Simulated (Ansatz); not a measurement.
# IO radical: basis-set convergence

An exercise on one series of results from a longer session: the logs are not shown, and one member is left open.

Method: one geometry, several basis sets; program: Ansatz 0.2.0, Gaussian basis.

Plan: PBE0-D4/def2-SVP; ωB97M-V/def2-SVP; PBE0-D4/def2-QZVPP; ωB97M-V/def2-QZVPP; the functionals' def2-TZVPP values are taken from earlier runs.

### The relaxed structure

An earlier PBE0-D4 in a triple-zeta def2 set relaxation fixed the geometry. I takes the def2 core potential; no spin-orbit term is included.

SMILES `[O]I`, 2 atoms, charge 0, spin multiplicity 2.

Atoms are counted from 1 here; the program's logs count them from 0.

Bond lengths: O1–I2 1.867 Å.

The first run:

The input, in.yaml:

```yaml
crystal:
  periodic: [false, false, false]
  atoms:
    - {symbol: O, position_ang: [0.796520, -0.265007, 0.408441]}
    - {symbol: I, position_ang: [-0.796520, 0.265007, -0.408441]}
basis:
  gaussian: {orbitals: def2-SVP}
magnetization: {spin_polarized: true, initial_magnetization: 1}
hamiltonian: {xc: pbe0, dispersion: d4}
output: {orbitals: {seedname: orbitals}}
```

On the command line:

```console
$ ansatz run in.yaml --threads 2 --pin off --events-out ev --progress --plain --max-ram 32768MiB --backend cpu
```

Steps of the session up to this table: PBE0-D4 in def2-SVP; ωB97M-V in def2-SVP; PBE0-D4 in def2-QZVPP; ωB97M-V in def2-QZVPP.

One of the session's tables, all rows but one given; the rest of the session is left out.

It belongs to the step «Density functionals: the series». 

| functional | basis | HOMO (eV) | LUMO (eV) |
| --- | --- | --- | --- |
| PBE0-D4 | def2-SVP | ? | ? |
| PBE0-D4 | def2-TZVPP | -7.19 | -4.32 |
| PBE0-D4 | def2-QZVPP | -7.24 | -4.39 |
| ωB97M-V | def2-SVP | -9.22 | -1.76 |
| ωB97M-V | def2-TZVPP | -9.42 | -2.21 |
| ωB97M-V | def2-QZVPP | -9.47 | -2.30 |

Q: Estimate the row for PBE0-D4, def2-SVP from the others.

As computed: HOMO (eV): -7.00; LUMO (eV): -3.98. In the column «HOMO (eV)» it is the highest.
